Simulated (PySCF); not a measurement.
# SiAs: from the state search to spectroscopic constants

What are the lowest state that PBE0 finds, the bond length, vibrational wavenumber and bond energy of SiAs, and how much do these hang on the method?

Computed with PySCF 2.14.0. Level: Si x2c-TZVPPall, As x2c-TZVPPall, spin-free X2C with a Gaussian nucleus.

## 1. Input

The job is set up so:

```yaml
atoms: Si, As
charge: 0
basis: Si x2c-TZVPPall, As x2c-TZVPPall
Hamiltonian: spin-free X2C with a Gaussian nucleus
basis_functions: 90
electrons_treated: 47
masses_in_u: 27.9769, 74.9216
levels: PBE0, PBE, r²SCAN, B97-3, M06-2X, PBEsol, M06-L, HSE06, HF, MP2, SCS-MP2, CCSD, CCSD(T)
grid: 80 radial by 434 angular points
occupations: held fixed by the projection of orbital angular momentum
dissociation_limit: Si + As, each in its ground configuration
starting_distance_in_angstrom: 2.290
values_of_2S_to_try: 1, 3, 5
```

Started as:

```bash
OMP_NUM_THREADS=1 python dia.py task.json out
```

The runs that follow: PBE0 along the bond; Excited determinants; PBE (GGA); r²SCAN (meta-GGA); B97-3; M06-2X (hybrid meta-GGA); PBEsol (GGA); M06-L; HSE06 (range-separated hybrid); ROHF (mean field); MP2 and coupled cluster.

Q: Predict the outcome of this session. Wanted: for each run, Re; ωe; De; μ.

As calculated:

Lowest PBE0 solution found, without spin–orbit coupling: ²Π (doublet), unpaired electrons π ↑. State 2 has its PBE0 minimum 0.16 eV higher. State 3 has its PBE0 minimum 1.53 eV higher. State 4 has its PBE0 minimum 2.81 eV higher. The other levels ran on the lowest alone.

```csv
level,Re (Å),ωe (cm⁻¹),De (eV),μ (D)
ROHF,2.147,546,1.14,-1.09
ROHF-MP2,2.175,505,3.06,n/a
ROHF-SCS-MP2,2.176,503,3.06,n/a
ROHF-CCSD,2.172,508,2.84,n/a
ROHF-CCSD(T),2.188,487,3.10,n/a
PBE,2.199,475,3.61,-0.52
PBEsol,2.188,483,3.87,-0.53
r²SCAN,2.177,497,3.40,-0.57
M06-L,2.177,501,3.74,-0.50
PBE0,2.170,508,3.30,-0.64
B97-3,2.178,501,3.47,-0.72
HSE06,2.173,504,3.37,-0.64
M06-2X,2.168,515,3.39,-0.93
```

De is counted to Si + As in their ground configurations. A positive dipole means Si(−)As(+).

Differences from CCSD(T) in the same basis:

| level | Re (mÅ) | ωe (%) |
| --- | --- | --- |
| ROHF | -41 | +12.1 |
| ROHF-MP2 | -13 | +3.6 |
| ROHF-SCS-MP2 | -12 | +3.3 |
| ROHF-CCSD | -16 | +4.4 |
| PBE | +11 | -2.4 |
| PBEsol | 0 | -0.9 |
| r²SCAN | -11 | +2.0 |
| M06-L | -11 | +2.8 |
| PBE0 | -18 | +4.2 |
| B97-3 | -10 | +2.9 |
| HSE06 | -15 | +3.5 |
| M06-2X | -20 | +5.8 |

Against CCSD(T) in the same basis, the bond length is nearest at PBEsol (0 mÅ) and farthest at ROHF (-41 mÅ); the wavenumber is nearest at PBEsol (-0.9 %) and farthest at ROHF (+12.1 %). Hartree–Fock makes the bond too short and too stiff against this reference, as it mostly does. PBE has the long and soft bond that GGAs tend to give. Of the levels with a De here, ROHF gives the least (1.14 eV) and PBEsol the most (3.87 eV).

Correlated steps freeze 14 core orbitals.
